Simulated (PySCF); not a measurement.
# From one method to the next for AlSe

What do other methods print for AlSe?

The runs use PySCF 2.14.0; method and basis as typed in the scripts.

6 further runs of the same task are left out: 6 that didn't finish.

## Step 1: Where the work starts

AlSe: 2 atoms, charge 0, spin multiplicity 2.

Bond lengths: Al1–Se2 2.195 Å.

## Step 2: The base run

Contents of input.py:

```python
from pyscf import gto, dft

mol = gto.M(
    atom='Al 0 0 0; Se 0 0 2.195',
    basis='crenbl',
    ecp={'Al': 'crenbl', 'Se': 'crenbl'},
    charge=0,
    spin=1,
    symmetry=True,
    verbose=4,
)
mf = dft.ROKS(mol, xc='wb97')
mf.kernel()
mf.dip_moment()
print('orbital energies (hartree):', mf.mo_energy[..., max(0, mol.nelec[1]-3):mol.nelec[0]+3].round(4))
```

Run with:

```console
$ python input.py
```

## Step 3: Lda,vwn

Edit 1 changes functional: wb97 → lda,vwn.

input.py: that of step 2 with these lines changed.

```diff
@@ -11,3 +11,3 @@
 )
-mf = dft.ROKS(mol, xc='wb97')
+mf = dft.ROKS(mol, xc='lda,vwn')
 mf.kernel()
```

## Step 4: Hf,lyp

Edit 2 changes functional: wb97 → hf,lyp.

input.py: that of step 2 with these lines changed.

```diff
@@ -11,3 +11,3 @@
 )
-mf = dft.ROKS(mol, xc='wb97')
+mf = dft.ROKS(mol, xc='hf,lyp')
 mf.kernel()
```

## Step 5: Tpssh

Edit 3 changes functional: wb97 → tpssh.

input.py: that of step 2 with these lines changed.

```diff
@@ -11,3 +11,3 @@
 )
-mf = dft.ROKS(mol, xc='wb97')
+mf = dft.ROKS(mol, xc='tpssh')
 mf.kernel()
```

## Step 6: Frequency run (UHF)

Edit 4 changes step after the SCF: none → frequency; SCF type: ROKS → UHF; functional: wb97 → none (Hartree–Fock).

Contents of input.py:

```python
from pyscf import gto, scf
from pyscf.hessian import thermo

mol = gto.M(
    atom='Al 0 0 0; Se 0 0 2.195',
    basis='crenbl',
    ecp={'Al': 'crenbl', 'Se': 'crenbl'},
    charge=0,
    spin=1,
    symmetry=True,
    verbose=4,
)
mf = scf.UHF(mol)
mf.kernel()
hess = mf.Hessian().kernel()
print('wavenumber (cm^-1) =', thermo.harmonic_analysis(mol, hess)['freq_wavenumber'].round(1))
mf.dip_moment()
print('orbital energies (hartree):', [e[max(0, n-3):n+3].round(4) for e, n in zip(mf.mo_energy, mol.nelec)])
```

Q: Predict the outcome of this session. Wanted: for each run, E(SCF); from base; gap, α spin; SCF dipole; after the SCF.

**Answer**, as computed:

| run | E(SCF) (hartree) | from base (eV) | cycles | gap, α spin (eV) | SCF dipole (D) | after the SCF |
| --- | --- | --- | --- | --- | --- | --- |
| base | -136.549673 | 0 | 11 | n/a | 4.12 | n/a |
| lda,vwn | -136.262796 | not comparable | 12 | n/a | 3.28 | n/a |
| hf,lyp | -133.983991 | not comparable | 11 | n/a | 5.23 | n/a |
| tpssh | -136.157370 | not comparable | 12 | n/a | 3.65 | n/a |
| frequency run (UHF) | -133.320249 | not comparable | 15 | 9.58 | 4.91 | highest mode 433 cm⁻¹ |

A lower total energy from another functional means nothing by itself.
